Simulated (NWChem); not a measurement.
# the pair SiH3F···BSiH5: a chain of runs

Wanted: a single-point energy (singlet BSi2H8F, wB97X-D3/STO-3G), then a single-point energy (singlet SiH3F, wB97X-D3/STO-3G), then the energy (singlet BSiH5, wB97X-D3/STO-3G), then a single-point energy (singlet SiH3F, wB97X-D3/STO-3G), then the energy (singlet BSiH5, wB97X-D3/STO-3G) of BFH8Si2 and its partners. 

Program for the calculation: NWChem 7.3.0.

**1. Starting point**

BSi2H8F has 12 atoms, charge 0, and is taken as a singlet. The two molecules were placed rigidly side by side, at 1.1 times their contact distance; the pair isn't optimised.

Bond lengths: F1–Si2 1.600 Å, B6–Si7 2.010 Å, Si2–H3 1.482 Å, Si2–H4 1.482 Å, Si2–H5 1.482 Å, B6–H8 1.196 Å, B6–H9 1.195 Å, Si7–H10 1.492 Å, Si7–H11 1.492 Å, Si7–H12 1.487 Å. Some angles: F1–Si2–H3 108.3°, F1–Si2–H4 108.3°, F1–Si2–H5 108.3°, B6–Si7–H10 108.8°, B6–Si7–H11 108.8°, B6–Si7–H12 115.1°, Si7–B6–H8 118.9°, Si7–B6–H9 123.6°, H3–Si2–H4 110.6°, H3–Si2–H5 110.6°.

**2. A single-point energy at wB97X-D3/STO-3G (run 1)**

nw.nw reads:

```
start nw
title "BFH8Si2 wB97X-D3"
memory 2200 mb
geometry units atomic noautosym nocenter noautoz
  F  -2.42754218  0.33546418  1.63703195
  Si  0.06292788 -0.00865495 -0.04236766
  H  -0.71393853 -0.33614448 -2.71255067
  H   1.43354624 -2.27368068  0.86904725
  H   1.64500659  2.28301593  0.24883914
  B   1.76504199  7.09660190 -5.09347331
  Si  0.50244038  8.76740325 -1.92476165
  H   3.87932427  7.50899683 -5.78006750
  H   0.51636766  5.69712742 -6.35118053
  H   2.18393758  8.03808235  0.21860352
  H   0.69853726 11.56364990 -2.23256024
  H  -2.14555725  8.14156375 -1.22012057
end
basis spherical bse
  * library STO-3G
end
dft
  xc wb97x-d3
  mult 1
  grid fine
  convergence energy 1e-08
  maxiter 100
  mulliken
  print low
end
task dft energy
```

The run is started by

```console
$ nwchem nw.nw > nw.out
```

Log:

```text
[...]
 d= 0,ls=0.0,diis     1   -699.8224017457 -8.78D+02  3.36D-02  4.42D-01     2.3
[...]
 d= 0,ls=0.0,diis     8   -699.9288460267 -5.41D-10  2.72D-07  2.80D-11    14.7
         Total DFT energy =     -699.928846026663
      One electron energy =    -1327.402844205602
           Coulomb energy =      509.218073427802
    Exchange-Corr. energy =      -59.609910593117
 Nuclear repulsion energy =      177.868157607122
    Dispersion correction =       -0.002322262868
[...]
      Total Density - Mulliken Population Analysis
     ---------------------------------------------
    Atom       Charge   Shell Charges
 -----------   ------   -------------------------------------------------------
    1 F    9     9.26   2.00  1.96  5.30
    2 Si  14    13.34   2.00  1.98  5.88  1.21  2.26
    3 H    1     1.13   1.13
    4 H    1     1.13   1.13
    5 H    1     1.14   1.14
    6 B    5     4.97   1.99  1.11  1.87
    7 Si  14    13.57   2.00  1.98  5.88  1.26  2.44
    8 H    1     1.05   1.05
    9 H    1     1.05   1.05
   10 H    1     1.12   1.12
[...]
```

It took 15 s on 1 thread of Intel Xeon Platinum 8259CL at 2.50GHz (Skylake/Cascade Lake), shared host; peak memory 0.13 GiB.

**3. SiH3F: the energy at wB97X-D3/STO-3G (run 2)**

fh3si.nw reads:

```
START fh3si
TITLE "FH3Si"
memory total 2200 mb
charge 0
GEOMETRY units atomic noautosym nocenter noautoz
 F   -2.42754218   0.33546418   1.63703195
 Si   0.06292788  -0.00865495  -0.04236766
 H   -0.71393853  -0.33614448  -2.71255067
 H    1.43354624  -2.27368068   0.86904725
 H    1.64500659   2.28301593   0.24883914
END
BASIS "ao basis" spherical bse
 F library STO-3G
 Si library STO-3G
 H library STO-3G
END
DFT
 xc wb97x-d3
 grid fine
 convergence energy 1e-08
 maxiter 100
 mulliken
 noprint "final vectors analysis"
END
TASK dft energy
```

The run is started by

```console
$ nwchem fh3si.nw > fh3si.out
```

Log:

```text
[...]
          Wavefunction type:  closed shell.
          No. of atoms     :     5
          No. of electrons :    26
[...]
          Charge           :     0
          Spin multiplicity:     1
[...]
          AO basis - number of functions:    17
[...]
              XC Information
              --------------
                    wb97x-d3  Method XC Functional
                     Hartree-Fock (Exact) Exchange  1.000
                      wb97x-d3 Exchange Functional  1.000
                   wb97x-d3 Correlation Functional  1.000
[...]
 d= 0,ls=0.0,diis     1   -386.2308331885 -4.49D+02  6.34D-02  2.97D-01     0.7
[...]
 d= 0,ls=0.0,diis     7   -386.3048406360 -6.83D-09  1.45D-06  1.25D-10     3.9
         Total DFT energy =     -386.304840636013
      One electron energy =     -664.238835953504
           Coulomb energy =      247.601833951970
    Exchange-Corr. energy =      -32.710090217588
 Nuclear repulsion energy =       63.042807218738
    Dispersion correction =       -0.000555635629
[...]
      Total Density - Mulliken Population Analysis
     ---------------------------------------------
    Atom       Charge   Shell Charges
 -----------   ------   -------------------------------------------------------
    1 F    9     9.26   2.00  1.96  5.30
    2 Si  14    13.34   2.00  1.98  5.88  1.21  2.26
    3 H    1     1.13   1.13
    4 H    1     1.13   1.13
    5 H    1     1.13   1.13
[...]
```

Wall time 4.5 s (1 thread of Intel Xeon Platinum 8259CL at 2.50GHz (Skylake/Cascade Lake), shared host); peak memory 0.12 GiB.

**4. BSiH5: a single-point energy at wB97X-D3/STO-3G (run 3)**

bh5si.nw reads:

```
echo
start bh5si
memory stack 880 mb heap 220 mb global 1100 mb
charge 0

geometry units atomic noautosym nocenter noautoz
  B    1.76504199   7.09660190  -5.09347331
  Si   0.50244038   8.76740325  -1.92476165
  H    3.87932427   7.50899683  -5.78006750
  H    0.51636766   5.69712742  -6.35118053
  H    2.18393758   8.03808235   0.21860352
  H    0.69853726  11.56364990  -2.23256024
  H   -2.14555725   8.14156375  -1.22012057
end

basis "ao basis" spherical bse
  * library STO-3G
end

dft
  xc wb97x-d3
  grid fine
  convergence energy 1e-08
  iterations 100
  mulliken
  print low
end

task dft energy
```

The run is started by

```console
$ nwchem bh5si.nw > bh5si.out
```

Log:

```text
[...]
 d= 0,ls=0.0,diis     1   -313.5912072958 -3.61D+02  2.82D-02  1.42D-01     1.0
[...]
 d= 0,ls=0.0,diis     6   -313.6230203047 -3.98D-09  2.51D-06  1.38D-09     4.8
         Total DFT energy =     -313.623020304715
      One electron energy =     -528.716974544946
           Coulomb energy =      194.430297883990
    Exchange-Corr. energy =      -26.900134085657
 Nuclear repulsion energy =       47.564464614072
    Dispersion correction =       -0.000674172174
[...]
      Total Density - Mulliken Population Analysis
     ---------------------------------------------
    Atom       Charge   Shell Charges
 -----------   ------   -------------------------------------------------------
    1 B    5     4.97   1.99  1.11  1.87
    2 Si  14    13.57   2.00  1.98  5.88  1.26  2.44
    3 H    1     1.05   1.05
    4 H    1     1.05   1.05
    5 H    1     1.12   1.12
    6 H    1     1.12   1.12
    7 H    1     1.12   1.12
[...]
```

Run time: 5.4 s. Hardware: 1 thread of Intel Xeon Platinum 8259CL at 2.50GHz (Skylake/Cascade Lake), shared host; peak memory 0.12 GiB.

**5. SiH3F among ghost functions: a single-point energy at wB97X-D3/STO-3G (with ghost functions) (run 4)**

input.nw reads:

```
start input
memory 2200 mb

geometry units atomic noautosym nocenter noautoz
F     -2.42754218     0.33546418     1.63703195
Si     0.06292788    -0.00865495    -0.04236766
H     -0.71393853    -0.33614448    -2.71255067
H      1.43354624    -2.27368068     0.86904725
H      1.64500659     2.28301593     0.24883914
bqB      1.765042     7.096602    -5.093473
bqSi     0.502440     8.767403    -1.924762
bqH      3.879324     7.508997    -5.780068
bqH      0.516368     5.697127    -6.351181
bqH      2.183938     8.038082     0.218604
bqH      0.698537    11.563650    -2.232560
bqH     -2.145557     8.141564    -1.220121
end

basis spherical bse
F library STO-3G
Si library STO-3G
H library STO-3G
bqB library B STO-3G
bqSi library Si STO-3G
bqH library H STO-3G
end

dft
xc wb97x-d3
grid fine
convergence energy 1e-08
iterations 100
mulliken
print low
end

task dft
```

The run is started by

```console
$ nwchem input.nw > input.out
```

Log:

```text
[...]
 d= 0,ls=0.0,diis     1   -386.2309037394 -4.49D+02  2.99D-02  2.97D-01     1.8
[...]
 d= 0,ls=0.0,diis     7   -386.3049241372 -6.84D-09  6.85D-07  1.25D-10    10.8
         Total DFT energy =     -386.304924137196
      One electron energy =     -664.235914487813
           Coulomb energy =      247.598562176428
    Exchange-Corr. energy =      -32.709823408921
 Nuclear repulsion energy =       63.042807218738
    Dispersion correction =       -0.000555635629
[...]
      Total Density - Mulliken Population Analysis
     ---------------------------------------------
    Atom       Charge   Shell Charges
 -----------   ------   -------------------------------------------------------
    1 F    9     9.26   2.00  1.96  5.30
    2 Si  14    13.34   2.00  1.98  5.88  1.21  2.26
    3 H    1     1.13   1.13
    4 H    1     1.13   1.13
    5 H    1     1.13   1.13
    6 X    0     0.00  -0.00  0.00  0.00
    7 X    0     0.00   0.00  0.00 -0.00  0.00  0.00
    8 X    0     0.00   0.00
    9 X    0     0.00   0.00
   10 X    0     0.00   0.00
[...]
```

Run time: 12 s. Hardware: 1 thread of Intel Xeon Platinum 8259CL at 2.50GHz (Skylake/Cascade Lake), shared host; peak memory 0.13 GiB.

**6. BSiH5 among ghost functions: a single-point energy at wB97X-D3/STO-3G (with ghost functions) (run 5)**

calc.nw reads:

```
START calc
TITLE "BH5Si energy"
memory 2200 mb

GEOMETRY units angstrom noautosym nocenter noautoz
  B     0.934020    3.755360   -2.695350
  Si    0.265880    4.639510   -1.018540
  H     2.052850    3.973590   -3.058680
  H     0.273250    3.014790   -3.360900
  H     1.155690    4.253570    0.115680
  H     0.369650    6.119220   -1.181420
  H    -1.135380    4.308330   -0.645660
  bqF     -1.284600     0.177520     0.866280
  bqSi     0.033300    -0.004580    -0.022420
  bqH     -0.377800    -0.177880    -1.435420
  bqH      0.758600    -1.203180     0.459880
  bqH      0.870500     1.208120     0.131680
END

BASIS spherical bse
  B library STO-3G
  Si library STO-3G
  H library STO-3G
  bqF library F STO-3G
  bqSi library Si STO-3G
  bqH library H STO-3G
END

DFT
  xc wb97x-d3
  grid fine
  convergence energy 1e-08
  maxiter 100
  mulliken
  print low
END

TASK dft energy
```

The run is started by

```console
$ nwchem calc.nw > calc.out
```

Log:

```text
[...]
 d= 0,ls=0.0,diis     1   -313.5912829072 -3.61D+02  1.49D-02  1.42D-01     1.9
[...]
 d= 0,ls=0.0,diis     6   -313.6231023450 -3.97D-09  1.32D-06  1.38D-09     9.9
         Total DFT energy =     -313.623102344975
      One electron energy =     -528.716096310645
           Coulomb energy =      194.429178280030
    Exchange-Corr. energy =      -26.899978168180
 Nuclear repulsion energy =       47.564468025882
    Dispersion correction =       -0.000674172061
[...]
      Total Density - Mulliken Population Analysis
     ---------------------------------------------
    Atom       Charge   Shell Charges
 -----------   ------   -------------------------------------------------------
    1 B    5     4.97   1.99  1.11  1.87
    2 Si  14    13.57   2.00  1.98  5.88  1.26  2.44
    3 H    1     1.05   1.05
    4 H    1     1.05   1.05
    5 H    1     1.12   1.12
    6 H    1     1.12   1.12
    7 H    1     1.12   1.12
    8 X    0    -0.00  -0.00 -0.00 -0.00
    9 X    0     0.00   0.00  0.00 -0.00  0.00  0.00
   10 X    0     0.00   0.00
[...]
```

Run time: 11 s. Hardware: 1 thread of Intel Xeon Platinum 8259CL at 2.50GHz (Skylake/Cascade Lake), shared host; peak memory 0.13 GiB.

**7. Results**

```
                                                                                                                  quantity          value
                                                                                      run 1, wB97X-D3/STO-3G: total energy  -699.92885 Eh
                                                                                 run 1, wB97X-D3/STO-3G: dispersion energy   -6.10 kJ/mol
                                                                                                       SiH3F: total energy  -386.30484 Eh
                                                                                                      SiH3F: dipole moment         0.69 D
                                                                                                  SiH3F: dispersion energy   -1.46 kJ/mol
                                                                                                       BSiH5: total energy  -313.62302 Eh
                                                                                                  BSiH5: dispersion energy   -1.77 kJ/mol
                                                                                 SiH3F among ghost functions: total energy  -386.30492 Eh
                                                                            SiH3F among ghost functions: dispersion energy   -1.46 kJ/mol
                                                                                 BSiH5 among ghost functions: total energy  -313.62310 Eh
                                                                            BSiH5 among ghost functions: dispersion energy   -1.77 kJ/mol
              interaction energy of the rigid parts SiH3F and BSiH5 (parts in their own basis; closest atoms 3.06 Å apart)      -0.027 eV
interaction energy of the rigid parts SiH3F and BSiH5 (parts in the whole basis, counterpoise; closest atoms 3.06 Å apart)      -0.022 eV
```

In words: The interaction energy of the rigid parts SiH3F and BSiH5 (parts in their own basis; closest atoms 3.06 Å apart) is −0.03 eV (−0.6 kcal/mol): the parts attract. Without counterpoise this holds the superposition error of the basis. The interaction energy of the rigid parts SiH3F and BSiH5 (parts in the whole basis, counterpoise; closest atoms 3.06 Å apart) is −0.02 eV (−0.5 kcal/mol): the parts attract. The basis-set superposition error is 0.4 kJ/mol.
